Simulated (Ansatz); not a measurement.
# CH₃BFNO: small, medium and large basis sets

How large a basis does CH₃BFNO need? Two functionals are run in growing sets.

Method: one geometry, several basis sets; program: Ansatz 0.2.0, Gaussian basis.

The runs, in order: PBE0-D4/def2-SVP; ωB97M-V/def2-SVP; PBE0-D4/def2-QZVPP; ωB97M-V/def2-QZVPP; the functionals' def2-TZVPP values are taken from earlier runs.

## 1. Structure used throughout

The geometry comes from an earlier relaxation with PBE0-D4 in a triple-zeta def2 set; it is a stationary point, not always the lowest conformer.

8 atoms, charge 0, spin multiplicity 1.

Atoms are counted from 1 here; the program's logs count them from 0.

Bond lengths: C1–N2 1.251 Å, C1–H6 1.095 Å, C1–H7 1.099 Å, N2–B3 1.426 Å, B3–O4 1.356 Å, B3–F5 1.330 Å, O4–H8 0.959 Å. Angles: N2–C1–H6 120.4°, N2–C1–H7 123.9°, H6–C1–H7 115.8°, C1–N2–B3 134.3°, N2–B3–O4 123.3°, N2–B3–F5 119.4°, O4–B3–F5 117.1°, B3–O4–H8 113.2°.

## 2. PBE0-D4 in def2-SVP

The input, in.yaml:

```yaml
crystal:
  periodic: [false, false, false]
  atoms:
    - {symbol: C, position_ang: [-0.416405, 0.849481, -1.114667]}
    - {symbol: N, position_ang: [-0.377198, 0.525481, 0.092721]}
    - {symbol: B, position_ang: [0.502962, -0.271322, 0.883067]}
    - {symbol: O, position_ang: [0.254300, -1.567108, 1.197307]}
    - {symbol: F, position_ang: [1.574094, 0.290794, 1.435140]}
    - {symbol: H, position_ang: [-1.212124, 1.502669, -1.487295]}
    - {symbol: H, position_ang: [0.317528, 0.516949, -1.861835]}
    - {symbol: H, position_ang: [-0.550956, -1.904044, 0.799764]}
basis:
  gaussian: {orbitals: def2-SVP}
hamiltonian: {xc: pbe0, dispersion: d4}
output: {orbitals: {seedname: orbitals}}
```

Started as:

```console
$ ansatz run in.yaml --threads 2 --pin off --events-out ev --progress --plain --max-ram 4352MiB
```

The runs that follow: ωB97M-V in def2-SVP; PBE0-D4 in def2-QZVPP; ωB97M-V in def2-QZVPP.

**Question.** What will the summary of the whole plan be? Wanted: PBE0-D4: double and triple zeta above quadruple; ωB97M-V: double and triple zeta above quadruple.

**Answer**, as computed:

| quantity | value |
| --- | --- |
| PBE0-D4: double and triple zeta above quadruple | 9.87, 0.44 eV |
| ωB97M-V: double and triple zeta above quadruple | 10.08, 0.42 eV |

What this shows: PBE0-D4 gains 9.43 eV from double to triple zeta, then 0.44 eV more. These are total energies; as a rule much of such shifts cancels in differences, which this series doesn't test.
